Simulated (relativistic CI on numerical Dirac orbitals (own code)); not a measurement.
# Zr²⁺: 3d photoemission multiplets

Aim: the 3d photoemission spectrum of Zr²⁺ in 3 surroundings, from the same atomic integrals.

Method: Dirac-Coulomb-Breit CI, KLI orbitals optimised for each configuration, model QED (radiative potential, 1s self-energy scaled to tabulated hydrogen-like ionisation energies), valence Slater integrals scaled by 0.8, multiplet model of photoemission in the sudden approximation in a parametric crystal field. Code: relativistic CI on numerical Dirac orbitals (own code) version 1.

## Step 1: Starting point

- ion: Zr²⁺ (Zr III)
- nuclear charge: 40
- electrons: 38
- configurations: [Kr] 4d2 → [Ar] 3d9 4s2 4p6 4d2
- temperature: 300 K
- widths: Lorentz 0.3 eV, Gauss 0.5 eV
- surrounding 1: D3d, 10Dq = 22450, Dsigma = 240, Dtau = -370 cm⁻¹
- surrounding 2: D3d, 10Dq = 22450, Dsigma = 720, Dtau = -370 cm⁻¹
- surrounding 3: D3d, 10Dq = 22450, Dsigma = 1200, Dtau = -370 cm⁻¹

## Step 2: Surrounding 1: D3d, 10Dq = 22450, Dsigma = 240, Dtau = -370

Settings, as recorded:

```ini
atom Zr  Z=40  charge=2  electrons=38
nucleus A=90  rms_radius_fm=4.2694
hamiltonian dirac-coulomb  breit=on  qed=on  c_scale=1
orbitals kli  potential=per-configuration
slater_scale 0.8
correlation none
mixing on
configurations
  [Kr] 4d2
  [Ar] 3d9 4s2 4p6 4d2
end
photoemission 3d T=300 lorentz=0.3 gauss=0.5
crystal_field D3d 10Dq=22450 Dsigma=240 Dtau=-370
```

From the run's result record (rounded, not every field):

```text
{
  "status": "converged",
  "curve, one point in 2 above 2 % of the maximum [energy, intensity] [eV; 1/eV]": [
    [202.5, 0.01064],
    [202.7, 0.01364],
    [202.9, 0.0183],
    [203.1, 0.0264],
    [203.3, 0.04309],
    [203.5, 0.08414],
    [203.7, 0.18],
    [203.9, 0.336],
    [204.1, 0.4787],
    [204.3, 0.5184],
    [204.5, 0.4347],
    [204.7, 0.2881],
    [204.9, 0.1657],
    [205.1, 0.09745],
    [205.3, 0.06979],
    [205.5, 0.06221],
    [205.7, 0.06153],
    [205.9, 0.07257],
    [206.1, 0.1156],
    [206.3, 0.2046],
    [206.5, 0.3042],
    [206.7, 0.3437],
    [206.9, 0.2932],
    [207.1, 0.1955],
    [207.3, 0.1129],
    [207.5, 0.06411],
    [207.7, 0.03883],
    [207.9, 0.02676],
    [208.1, 0.02082],
    [208.3, 0.01663],
    [208.5, 0.01351],
    [208.7, 0.01201],
    [208.9, 0.01138],
    [214.1, 0.01261],
    [214.3, 0.01529],
    [214.5, 0.0121]
  ],
  "sticks, the strongest [energy, strength] [eV, share]": [
    [203.97, 0.05733],
    [204.02, 0.0553],
    [204.06, 0.04941],
    [204.11, 0.04493],
    [204.24, 0.04885],
    [204.29, 0.05357],
    [204.36, 0.04897],
    [204.43, 0.07905],
    [204.53, 0.02361],
    [206.42, 0.047],
    [206.48, 0.03194],
    [206.6, 0.02605],
    [206.72, 0.02659],
    [206.8, 0.03872]
  ],
  "centroid [eV]": 205.42,
  "spread [eV]": 1.63848,
  "peak [eV]": 204.3,
  "ground_S": 0.999566,
  "radial 3d9 4d2 [Ha, bohr]": {"<r^-3>(3d)": 46.901, "<r^1>(3d)": 0.44209, "<r^2>(3d)": 0.23495, "<r^4>(3d)": 0.10694, "zeta(3d)": 0.035052, "<r^-3>(4d)": 3.961, "<r^1>(4d)": 1.7213, "<r^2>(4d)": 3.4576, "<r^4>(4d)": 20.37, "F2(4d,4d)": 0.2676, "F4(4d,4d)": 0.17586, "F2(3d,4d)": 0.12447, "F4(3d,4d)": 0.052929, "G0(3d,4d)": 0.039577, "G2(3d,4d)": 0.04428, "G4(3d,4d)": 0.03326, "zeta(4d)": 0.0025411}
}
```

Wall time 0.48 s (1 thread, shared host).

## Step 3: Surrounding 2: D3d, 10Dq = 22450, Dsigma = 720, Dtau = -370

Settings: those of step 2 with these lines changed.

```diff
@@ -12,2 +12,2 @@
 photoemission 3d T=300 lorentz=0.3 gauss=0.5
-crystal_field D3d 10Dq=22450 Dsigma=240 Dtau=-370
+crystal_field D3d 10Dq=22450 Dsigma=720 Dtau=-370
```

Results of the run:

```text
{
  "status": "converged",
  "curve, one point in 3 above 2 % of the maximum [energy, intensity] [eV; 1/eV]": [
    [202.5, 0.01071],
    [202.8, 0.01582],
    [203.1, 0.02671],
    [203.4, 0.06007],
    [203.7, 0.1831],
    [204, 0.4163],
    [204.3, 0.5222],
    [204.6, 0.3657],
    [204.9, 0.1618],
    [205.2, 0.07668],
    [205.5, 0.06116],
    [205.8, 0.06386],
    [206.1, 0.1175],
    [206.4, 0.2597],
    [206.7, 0.343],
    [207, 0.2421],
    [207.3, 0.1101],
    [207.6, 0.04773],
    [207.9, 0.02637],
    [208.2, 0.01832],
    [208.5, 0.0134],
    [208.8, 0.01212],
    [214, 0.01076],
    [214.3, 0.01541]
  ],
  "sticks, the strongest [energy, strength] [eV, share]": [
    [203.97, 0.04931],
    [203.99, 0.04087],
    [204.2, 0.04647],
    [204.27, 0.05132],
    [204.32, 0.03744],
    [204.36, 0.02935],
    [204.42, 0.04832],
    [206.4, 0.036]
  ],
  "centroid [eV]": 205.414,
  "spread [eV]": 1.64462,
  "peak [eV]": 204.3,
  "ground_S": 0.999464
}
```

It took 0.5 s on 1 thread, shared host.

## Step 4: Surrounding 3: D3d, 10Dq = 22450, Dsigma = 1200, Dtau = -370

Settings: those of step 3 with these lines changed.

```diff
@@ -12,2 +12,2 @@
 photoemission 3d T=300 lorentz=0.3 gauss=0.5
-crystal_field D3d 10Dq=22450 Dsigma=720 Dtau=-370
+crystal_field D3d 10Dq=22450 Dsigma=1200 Dtau=-370
```

Results of the run:

```text
{
  "status": "converged",
  "curve, one point in 3 above 2 % of the maximum [energy, intensity] [eV; 1/eV]": [
    [202.5, 0.01086],
    [202.8, 0.01612],
    [203.1, 0.02756],
    [203.4, 0.06365],
    [203.7, 0.1913],
    [204, 0.4146],
    [204.3, 0.5185],
    [204.6, 0.368],
    [204.9, 0.1613],
    [205.2, 0.07521],
    [205.5, 0.05958],
    [205.8, 0.06301],
    [206.1, 0.1188],
    [206.4, 0.2563],
    [206.7, 0.3373],
    [207, 0.2384],
    [207.3, 0.1111],
    [207.6, 0.04827],
    [207.9, 0.02667],
    [208.2, 0.01816],
    [208.5, 0.01364],
    [208.8, 0.01287],
    [209.1, 0.01065],
    [214.2, 0.01563],
    [214.5, 0.0109]
  ],
  "sticks, the strongest [energy, strength] [eV, share]": [
    [203.95, 0.02616],
    [204, 0.03406],
    [204.02, 0.03179],
    [204.15, 0.03235],
    [204.25, 0.03378],
    [204.29, 0.02572],
    [204.36, 0.02845],
    [204.4, 0.03811]
  ],
  "centroid [eV]": 205.41,
  "spread [eV]": 1.65838,
  "peak [eV]": 204.3,
  "ground_S": 0.9992
}
```

Wall time 0.52 s (1 thread, shared host).

## Step 5: The spectra side by side

| surrounding | ground S | centroid (eV) | spread (eV) | up to four highest peaks (% of the highest), eV |
| --- | --- | --- | --- | --- |
| 1: D3d | 1.00 | 205.42 | 1.64 | 204.3 (100), 206.7 (66) |
| 2: D3d | 1.00 | 205.41 | 1.64 | 204.3 (100), 206.7 (66) |
| 3: D3d | 1.00 | 205.41 | 1.66 | 204.3 (100), 206.7 (65) |

## Step 6: Summary of results

| quantity | value |
| --- | --- |
| highest peak, first run | 204.3 eV |
| ground spin (effective S from ⟨S²⟩) | 1.00 |

What this shows: The highest peak stays in place, within the step of the energy grid, in all surroundings. Energies are those of the free ion without screening by ligands; binding energies in solids differ by tens of eV.
